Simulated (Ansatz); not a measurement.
Write the native input for Ansatz 0.2.0 that does the following.

```
Task                : single point
Functional          : PBEsol
Potentials or basis : all-electron LAPW, scalar-relativistic
Cutoff              : 241 eV (chosen from the basis error)
Basis error allowed : 0.002 eV/atom
k mesh              : 10 × 10 × 1
Occupations         : fermi-dirac, width 0.05 eV
Spin                : no spin polarisation
```

MoS2, a slab with vacuum:

```xyz
6
Lattice="3.1841 0.0000 0.0000 -1.5921 2.7575 0.0000 0.0000 0.0000 35.4372" Properties=species:S:1:pos:R:3 pbc="T T T"
S     0.0000    1.8384    7.5000
Mo    0.0000    0.0000    9.0513
S     0.0000    1.8384   10.6027
S     0.0000    1.8384   24.8346
Mo    0.0000    0.0000   26.3859
S     0.0000    1.8384   27.9372
```

One way to write it, as run:

input.yaml

```yaml
crystal:
  lattice:
    - [3.1841260822, 0.0, 0.0]
    - [-1.5920630411, 2.757534076, 0.0]
    - [0.0, 0.0, 35.4372499633]
  atoms:
    - { symbol: S, position: [0.33333333, 0.66666666, 0.2116417049] }
    - { symbol: Mo, position: [0.0, 0.0, 0.2554183808] }
    - { symbol: S, position: [0.33333333, 0.66666666, 0.2991950567] }
    - { symbol: S, position: [0.33333333, 0.66666666, 0.7008049433] }
    - { symbol: Mo, position: [0.0, 0.0, 0.7445816192] }
    - { symbol: S, position: [0.33333333, 0.66666666, 0.7883582951] }
kpoints:
  mp_grid: { grid: [10, 10, 1] }
scf:
  occupations: { method: fermi_dirac, width: 0.05 }
hamiltonian:
  xc: pbesol
  pseudopotentials: { kind: all_electron, lapw: { basis_error: 0.002 } }
output:
  forces: true
  stress: true
  eigenvalues: true
```

Potentials or basis: all-electron LAPW, scalar-relativistic.

Command:

```bash
$ ansatz run input.yaml --threads 8 --pin off --max-ram 28672MiB --backend cpu --events-out ev --progress --plain --runs-dir out
```

Results of the run:

The largest force is 0.148 eV/Å, the band gap on the k mesh is 1.73 eV, indirect (least direct gap 1.93 eV) and the work function is 5.11 eV.

Wall time 47 s on 8 threads of Intel(R) Xeon(R) Processor @ 2.50GHz (Skylake/Cascade Lake), with other jobs on the host, peak memory 1.2 GiB.
